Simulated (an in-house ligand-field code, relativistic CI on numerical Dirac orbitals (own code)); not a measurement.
# d7 in a ligand field: terms against the cubic field

Aim: the terms of a d7 shell from Racah B and C and the field, by exact diagonalisation.

Method: parametric ligand-field model of a d^n configuration (Racah B and C, spin-orbit zeta, crystal field), exact diagonalisation. Code: an in-house ligand-field code version 1.

## (1) The atom as given

* shell: d7
* set 1 (cm⁻¹): B = 850, C = 3010, Oh, 10Dq = 850
* set 2 (cm⁻¹): B = 850, C = 3010, Oh, 10Dq = 2550
* set 3 (cm⁻¹): B = 850, C = 3010, Oh, 10Dq = 4250
* set 4 (cm⁻¹): B = 850, C = 3010, Oh, 10Dq = 5950
* set 5 (cm⁻¹): B = 850, C = 3010, Oh, 10Dq = 7650
* set 6 (cm⁻¹): B = 850, C = 3010, Oh, 10Dq = 9350
* set 7 (cm⁻¹): B = 850, C = 3010, Oh, 10Dq = 11050
* set 8 (cm⁻¹): B = 850, C = 3010, Oh, 10Dq = 12750

## (2) Set 1

The run's settings:

```ini
n = 7
racah_B = 850  # cm-1
racah_C = 3010  # cm-1
zeta = 0  # cm-1
symmetry = Oh
field = {"10Dq": 850}  # cm-1
```

## (3) Set 2

The run's settings:

```ini
n = 7
racah_B = 850  # cm-1
racah_C = 3010  # cm-1
zeta = 0  # cm-1
symmetry = Oh
field = {"10Dq": 2550}  # cm-1
```

## (4) Set 3

The run's settings:

```ini
n = 7
racah_B = 850  # cm-1
racah_C = 3010  # cm-1
zeta = 0  # cm-1
symmetry = Oh
field = {"10Dq": 4250}  # cm-1
```

## (5) Set 4

The run's settings:

```ini
n = 7
racah_B = 850  # cm-1
racah_C = 3010  # cm-1
zeta = 0  # cm-1
symmetry = Oh
field = {"10Dq": 5950}  # cm-1
```

## (6) Set 5

The run's settings:

```ini
n = 7
racah_B = 850  # cm-1
racah_C = 3010  # cm-1
zeta = 0  # cm-1
symmetry = Oh
field = {"10Dq": 7650}  # cm-1
```

## (7) Set 6

The run's settings:

```ini
n = 7
racah_B = 850  # cm-1
racah_C = 3010  # cm-1
zeta = 0  # cm-1
symmetry = Oh
field = {"10Dq": 9350}  # cm-1
```

## (8) Set 7

The run's settings:

```ini
n = 7
racah_B = 850  # cm-1
racah_C = 3010  # cm-1
zeta = 0  # cm-1
symmetry = Oh
field = {"10Dq": 11050}  # cm-1
```

## (9) Set 8

The run's settings:

```ini
n = 7
racah_B = 850  # cm-1
racah_C = 3010  # cm-1
zeta = 0  # cm-1
symmetry = Oh
field = {"10Dq": 12750}  # cm-1
```

(Steps that only read results are left out.)

What does the calculation give? Wanted: lowest terms; sets at their largest spin, of those that allow S over 1.

As calculated:

| set | 10Dq/B (size) | lowest | S | electrons in z² and x²-y² | first level of the same spin (cm⁻¹) |
| --- | --- | --- | --- | --- | --- |
| 1: Oh | 1.0 | 4T1 | 1.50 | 2.18 | 4T2 689 |
| 2: Oh | 3.0 | 4T1 | 1.50 | 2.15 | 4T2 2112 |
| 3: Oh | 5.0 | 4T1 | 1.50 | 2.12 | 4T2 3587 |
| 4: Oh | 7.0 | 4T1 | 1.50 | 2.10 | 4T2 5100 |
| 5: Oh | 9.0 | 4T1 | 1.50 | 2.08 | 4T2 6644 |
| 6: Oh | 11.0 | 4T1 | 1.50 | 2.07 | 4T2 8213 |
| 7: Oh | 13.0 | 4T1 | 1.50 | 2.06 | 4T2 9800 |
| 8: Oh | 15.0 | 4T1 | 1.50 | 2.05 | 4T2 11404 |

| quantity | value |
| --- | --- |
| lowest terms | 1: 4T1, 2: 4T1, 3: 4T1, 4: 4T1, 5: 4T1, 6: 4T1, 7: 4T1, 8: 4T1 |
| sets at their largest spin, of those that allow S over 1 | 1, 2, 3, 4, 5, 6, 7, 8 |

**Reading.** The lowest term stays 4T1 over this range. B, C and the field are free parameters here, not those of a compound.
